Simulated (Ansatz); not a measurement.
# CH5Cl2GeN: up Jacob's ladder to CCSD(T)

The task here is to estimate one member of a computed series from the others.

Method: functionals in def2-TZVPP, the program's frozen cores in correlated methods; program: Ansatz 0.2.0, Gaussian basis.

Levels to be run: LDA (SPW92), PBE-D4, revPBE-D4, BLYP-D4, r2SCAN-D4, B97M-V, PBE0-D4, B3LYP-D4, r2SCANh-D4, r2SCAN0-D4, HSE06-D4, BHLYP-D4, CAM-B3LYP-D4, LC-ωPBE, ωB97X-V, ωB97M-V, B2PLYP, PBE-QIDH; CCSD(T)/def2-SVP; CCSD(T)/def2-TZVPP; MP2/def2-QZVPP; extrapolation to the limit; RPA on PBE.

## The relaxed structure

The geometry comes from an earlier relaxation with PBE0-D4 in a triple-zeta def2 set; it is a stationary point, not always the lowest conformer.

SMILES `C[NH][GeH]([Cl])[Cl]`, 10 atoms, charge 0, spin multiplicity 1.

Atoms are counted from 1 here; the program's logs count them from 0.

Bond lengths: C1–N2 1.454 Å, C1–H6 1.097 Å, C1–H7 1.093 Å, C1–H8 1.093 Å, N2–Ge3 1.807 Å, N2–H9 1.011 Å, Ge3–Cl4 2.160 Å, Ge3–Cl5 2.136 Å, Ge3–H10 1.527 Å. Angles: N2–C1–H6 114.0°, N2–C1–H7 109.7°, N2–C1–H8 109.7°, H6–C1–H7 108.5°, H6–C1–H8 107.7°, H7–C1–H8 107.0°, C1–N2–Ge3 119.1°, C1–N2–H9 113.0°, Ge3–N2–H9 112.9°, N2–Ge3–Cl4 112.7°, N2–Ge3–Cl5 106.4°, N2–Ge3–H10 112.3°, Cl4–Ge3–Cl5 107.5°, Cl4–Ge3–H10 106.8°, Cl5–Ge3–H10 111.2°.

Geometry (Å):

```tsv
atom	x (Å)	y (Å)	z (Å)
C1	-0.5016	-1.1793	0.7159
N2	0.2513	0.0642	0.7135
Ge3	0.6051	0.8737	-0.8626
Cl4	-1.1795	1.2714	-2.0130
Cl5	1.4925	2.7569	-0.3858
H6	-1.5660	-1.0572	0.4825
H7	-0.4142	-1.6609	1.6928
H8	-0.0766	-1.8686	-0.0184
H9	-0.0526	0.7106	1.4284
H10	1.5247	0.0380	-1.7504
```

The first run:

Input file in.yaml:

```yaml
crystal:
  periodic: [false, false, false]
  atoms:
    - {symbol: C, position_ang: [-0.501555, -1.179308, 0.715939]}
    - {symbol: N, position_ang: [0.251272, 0.064179, 0.713540]}
    - {symbol: Ge, position_ang: [0.605054, 0.873717, -0.862631]}
    - {symbol: Cl, position_ang: [-1.179535, 1.271383, -2.013010]}
    - {symbol: Cl, position_ang: [1.492548, 2.756885, -0.385755]}
    - {symbol: H, position_ang: [-1.566007, -1.057244, 0.482489]}
    - {symbol: H, position_ang: [-0.414235, -1.660890, 1.692826]}
    - {symbol: H, position_ang: [-0.076621, -1.868564, -0.018440]}
    - {symbol: H, position_ang: [-0.052564, 0.710608, 1.428378]}
    - {symbol: H, position_ang: [1.524745, 0.038032, -1.750436]}
basis:
  gaussian: {orbitals: def2-TZVPP}
hamiltonian: {xc: lda}
output: {orbitals: {seedname: orbitals}}
```

Command:

```bash
> ansatz run in.yaml --threads 4 --pin off --events-out ev --progress --plain --max-ram 10444MiB
```

Steps of the session up to this table: LDA; PBE-D4 (GGA); revPBE-D4 (GGA); BLYP-D4 (GGA); r2SCAN-D4 (meta-GGA); B97M-V (meta-GGA); PBE0-D4 (hybrid); B3LYP-D4 (hybrid); r2SCANh-D4 (hybrid); r2SCAN0-D4 (hybrid); HSE06-D4 (hybrid); BHLYP-D4 (hybrid); CAM-B3LYP-D4 (range-separated); LC-ωPBE (range-separated); ωB97X-V (range-separated); ωB97M-V (range-separated); B2PLYP (double hybrid); PBE-QIDH (double hybrid).

One of the session's tables, all rows but one given; the rest of the session is left out.

It belongs to the step «Orbital energies across the functionals». 

| functional | HOMO (eV) | gap (eV) |
| --- | --- | --- |
| LDA (SPW92) | -6.24 | 4.55 |
| PBE-D4 | -6.10 | 4.69 |
| revPBE-D4 | -6.05 | 4.74 |
| BLYP-D4 | -5.98 | 4.61 |
| r2SCAN-D4 | -6.40 | 5.27 |
| B97M-V | -6.52 | 5.41 |
| PBE0-D4 | -7.50 | 7.08 |
| B3LYP-D4 | -7.26 | 6.52 |
| r2SCANh-D4 | -6.92 | 6.15 |
| r2SCAN0-D4 | -7.71 | 7.47 |
| HSE06-D4 | -7.10 | 6.31 |
| BHLYP-D4 | -8.83 | 9.44 |
| CAM-B3LYP-D4 | -8.90 | 9.51 |
| LC-ωPBE | ? | ? |
| ωB97X-V | -9.93 | 11.70 |
| ωB97M-V | -9.83 | 11.41 |

Estimate the missing values for LC-ωPBE.

**Answer.** HOMO (eV): -10.29; gap (eV): 12.17. In the column «HOMO (eV)» it is the lowest.
